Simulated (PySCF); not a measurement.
# H11P3Si3: the cost of one run

The runs use PySCF 2.14.0, with density-fitted response routines of our own; the level of theory stands in each step. All values are computed, except where a source is named. Atoms are numbered from 0 throughout.

## (1) The molecule as given

17 atoms, charge 0, multiplicity 1; geometry from: GFN2-xTB.

Bonds of the start (Å): Si0–P1 2.25, P1–P2 2.15, P2–P3 2.15, P3–Si4 2.24, P3–Si5 2.25, Si0–H6 1.47, Si0–H7 1.46, Si0–H8 1.46, P1–H9 1.39, P2–H10 1.40, Si4–H11 1.46, Si4–H12 1.47, Si4–H13 1.47, Si5–H14 1.46, Si5–H15 1.46, Si5–H16 1.47.

## (2) TDDFT and polarisability: CAM-B3LYP/def2-SVPD

Job settings and geometry (Å):

```
{"job": {"kind": "uv", "xc": "CAM-B3LYP", "basis": "def2-SVPD", "nstates": 8, "ntriplets": 3}, "charge": 0, "multiplicity": 1}
Si     3.182969    -0.461701    -0.168392
P      1.697528     0.888761    -1.184638
P     -0.063247    -0.344305    -1.258308
P     -0.643657    -0.131612     0.804330
Si    -2.546899    -1.305327     0.650800
Si    -1.367008     1.989002     0.659413
H      3.342060    -1.746979    -0.866179
H      4.435966     0.292332    -0.187005
H      2.706958    -0.695059     1.197044
H      2.053927     0.582570    -2.491407
H      0.482566    -1.616925    -1.081612
H     -3.245963    -1.047360     1.909239
H     -2.157837    -2.714015     0.532493
H     -3.366634    -0.916267    -0.500190
H     -0.205642     2.836404     0.940765
H     -2.390260     2.116970     1.698858
H     -1.921826     2.285542    -0.665123
```

With the program's defaults for keys left out, this is: TDDFT CAM-B3LYP/def2-SVPD, vertical, gas phase, core orbitals frozen in the response.

Command:

```bash
$ OMP_NUM_THREADS=1 python probes_run.py task.json out
```

One launch serves the whole session: the jobs run in the order shown.

**Question.** How long does this job take on 1 thread of Arm Neoverse V1, shared host, and how much memory does it need?

About 65 s, with a peak of 1.1 GiB.
